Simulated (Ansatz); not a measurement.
# C2H6OSi: small, medium and large basis sets

The task here is to estimate one member of a computed series from the others.

Computed with Ansatz 0.2.0, Gaussian basis. Level: one geometry, several basis sets.

Levels to be run: PBE0-D4/def2-SVP; ωB97M-V/def2-SVP; PBE0-D4/def2-QZVPP; ωB97M-V/def2-QZVPP; the functionals' def2-TZVPP values are taken from earlier runs.

**The geometry**

An earlier PBE0-D4 in a triple-zeta def2 set relaxation fixed the geometry.

SMILES `C=C[SiH2]O`, 10 atoms, charge 0, spin multiplicity 1.

Atoms are counted from 1 here; the program's logs count them from 0.

Bond lengths: C1–C2 1.330 Å, C1–H5 1.087 Å, C1–H6 1.086 Å, C2–Si3 1.857 Å, C2–H7 1.090 Å, Si3–O4 1.649 Å, Si3–H8 1.491 Å, Si3–H9 1.484 Å, O4–H10 0.958 Å. Angles: C2–C1–H5 121.4°, C2–C1–H6 122.4°, H5–C1–H6 116.2°, C1–C2–Si3 122.9°, C1–C2–H7 118.3°, Si3–C2–H7 118.9°, C2–Si3–O4 111.4°, C2–Si3–H8 108.7°, C2–Si3–H9 111.0°, O4–Si3–H8 111.1°, O4–Si3–H9 105.7°, H8–Si3–H9 108.9°, Si3–O4–H10 117.3°.

The first run:

in.yaml

```yaml
crystal:
  periodic: [false, false, false]
  atoms:
    - {symbol: C, position_ang: [0.469443, 1.339171, -0.818765]}
    - {symbol: C, position_ang: [0.221410, 0.866240, 0.399709]}
    - {symbol: Si, position_ang: [-0.462414, -0.834230, 0.700699]}
    - {symbol: O, position_ang: [-0.544613, -1.704611, -0.697655]}
    - {symbol: H, position_ang: [0.269275, 0.747235, -1.707793]}
    - {symbol: H, position_ang: [0.873451, 2.333713, -0.985839]}
    - {symbol: H, position_ang: [0.435146, 1.506675, 1.255328]}
    - {symbol: H, position_ang: [0.393286, -1.520922, 1.710783]}
    - {symbol: H, position_ang: [-1.852468, -0.765663, 1.214577]}
    - {symbol: H, position_ang: [0.280684, -2.019007, -1.068143]}
basis:
  gaussian: {orbitals: def2-SVP}
hamiltonian: {xc: pbe0, dispersion: d4}
output: {orbitals: {seedname: orbitals}}
```

Among the steps run: PBE0-D4 in def2-SVP; ωB97M-V in def2-SVP; PBE0-D4 in def2-QZVPP; ωB97M-V in def2-QZVPP.

One of the session's tables, all rows but one given; the rest of the session is left out.

It belongs to the step «Functionals by basis». 

```
functional       basis  HOMO (eV)  LUMO (eV)
   PBE0-D4    def2-SVP          ?          ?
   PBE0-D4  def2-TZVPP      -7.96      -0.47
   PBE0-D4  def2-QZVPP      -7.98      -0.54
   ωB97M-V    def2-SVP     -10.11       1.97
   ωB97M-V  def2-TZVPP     -10.20       1.61
   ωB97M-V  def2-QZVPP     -10.21       1.36
```

Estimate the missing values for PBE0-D4, def2-SVP.

As computed: HOMO (eV): -7.90; LUMO (eV): -0.25. In the column «HOMO (eV)» it is the highest.
